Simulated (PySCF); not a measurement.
# B2H8N2: the cost of one run

The runs use PySCF 2.14.0, with density-fitted response routines of our own; the level of theory stands in each step. All values are computed, except where a source is named. Atoms count from 0, in the outputs and in this text.

## Step 1: Starting geometry

12 atoms, charge 0, multiplicity 1; geometry from: GFN2-xTB. The atoms were then displaced at random by about 0.01 Å, so the start is not that level's minimum.

Bonds of the start (Å): B0–N1 1.56, N1–B2 1.60, B2–N3 1.57, N3–B0 1.57, B0–H4 1.20, B0–H5 1.18, N1–H6 1.02, N1–H7 1.02, B2–H8 1.17, B2–H9 1.20, N3–H10 1.03, N3–H11 1.03.

## Step 2: Geometry optimisation at PBE0-D3(BJ)/def2-SVP

The job: settings as JSON, then the geometry in Å.

```
{"job": {"xc": "PBE0", "basis": "def2-SVP", "d3": "d3bj", "grid": 1, "shake": 0.01, "kind": "geom"}, "charge": 0, "multiplicity": 1}
B      0.403440     0.784700    -0.647870
N      1.060730    -0.264140     0.299860
B     -0.402640    -0.812350     0.639530
N     -1.032960     0.261630    -0.310550
H      0.539180     1.914310    -0.273180
H      0.662270     0.641540    -1.794790
H      1.682340    -0.922660    -0.163870
H      1.588380     0.135210     1.080400
H     -0.543980    -1.915940     0.279550
H     -0.668690    -0.637430     1.798380
H     -1.580520    -0.133770    -1.082000
H     -1.667870     0.920650     0.165530
```

The run is started by

```sh
$ OMP_NUM_THREADS=1 python probes_run.py task.json out
```

The driver reads the jobs from task.json and runs them one after another.

Q: Estimate the wall time and peak memory of this first job on 1 thread of Arm Neoverse V1, shared host.

About 15 s, with a peak of 0.4 GiB.
